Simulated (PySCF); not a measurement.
# A diatomic session: NaI

Aim: find the lowest electronic state of NaI, scan its bond at several levels of theory, and get bond length, wavenumber and dissociation energy from each curve.

Program: PySCF 2.14.0. Level of theory: Na x2c-SVPall, I x2c-SVPall, spin-free X2C with a Gaussian nucleus. These are calculated values, not measurements.

**1. Input**

A driver script around PySCF takes these settings:

```
atoms                         : Na, I
charge                        : 0
basis                         : Na x2c-SVPall, I x2c-SVPall
Hamiltonian                   : spin-free X2C with a Gaussian nucleus
basis functions               : 51
electrons treated             : 64
masses in u                   : 22.9898, 126.9045
levels                        : PBE0, PBE, r²SCAN, PBEsol, revPBE, BP86, HSE06, HF, MP2, SCS-MP2, CCSD, CCSD(T)
grid                          : 80 radial by 434 angular points
occupations                   : held fixed by the projection of orbital angular momentum
dissociation limit            : Na + I, each in its ground configuration
starting distance in angstrom : 2.885
values of 2S to try           : 0, 2
```

Started as:

```console
$ OMP_NUM_THREADS=1 python dia.py task.json out
```

The runs that follow: The PBE0 curve of the state that the search chose; Excited determinants; PBE (GGA); r²SCAN (meta-GGA); PBEsol; revPBE (GGA); BP86 (GGA); HSE06; RHF; Correlated methods on the Hartree–Fock reference.

What does the calculation give? Wanted: for each run, Re; ωe; De; μ.

**Answer**, as computed:

Lowest PBE0 solution found, without spin–orbit coupling: ¹Σ⁺ (singlet), closed shell. The other levels ran on it alone.

| level | Re (Å) | ωe (cm⁻¹) | De (eV) | μ (D) |
| --- | --- | --- | --- | --- |
| RHF | 2.740 | 259.5 | 2.44 | -9.48 |
| RHF-MP2 | 2.740 | 259.0 | 3.17 | n/a |
| RHF-SCS-MP2 | 2.741 | 258.7 | 3.09 | n/a |
| RHF-CCSD | 2.739 | 259.2 | 3.08 | n/a |
| RHF-CCSD(T) | 2.740 | 258.8 | 3.10 | n/a |
| PBE | 2.711 | 258.1 | 3.24 | -8.08 |
| PBEsol | 2.697 | 260.5 | 3.40 | -8.19 |
| revPBE | 2.734 | 252.2 | 3.14 | -8.23 |
| BP86 | 2.719 | 254.8 | 3.26 | -8.36 |
| r²SCAN | 2.714 | 261.6 | 3.39 | -8.83 |
| PBE0 | 2.703 | 263.1 | 3.25 | -8.62 |
| HSE06 | 2.707 | 261.8 | 3.27 | -8.58 |

De is counted to Na + I in their ground configurations. A positive dipole means Na(−)I(+).

Differences from CCSD(T) in the same basis:

| level | Re (mÅ) | ωe (%) |
| --- | --- | --- |
| RHF | 0 | +0.2 |
| RHF-MP2 | 0 | +0.1 |
| RHF-SCS-MP2 | +1 | -0.1 |
| RHF-CCSD | 0 | +0.1 |
| PBE | -29 | -0.3 |
| PBEsol | -43 | +0.6 |
| revPBE | -6 | -2.6 |
| BP86 | -21 | -1.6 |
| r²SCAN | -26 | +1.1 |
| PBE0 | -37 | +1.6 |
| HSE06 | -33 | +1.1 |

In words: Judged by CCSD(T) in the same basis: best bond length RHF and RHF-MP2 and RHF-CCSD (0 mÅ), worst PBEsol (-43 mÅ); best wavenumber RHF-MP2 and RHF-SCS-MP2 and RHF-CCSD (0.1 % off), worst revPBE (-2.6 %). CCSD(T) in a basis this small is itself some way from its limit, more so than the functionals. Of the levels with a De here, RHF gives the least (2.44 eV) and PBEsol the most (3.40 eV).

Correlated steps freeze 19 core orbitals. These are scalar-relativistic numbers at best; spin–orbit coupling would shift them, the dissociation energy most.
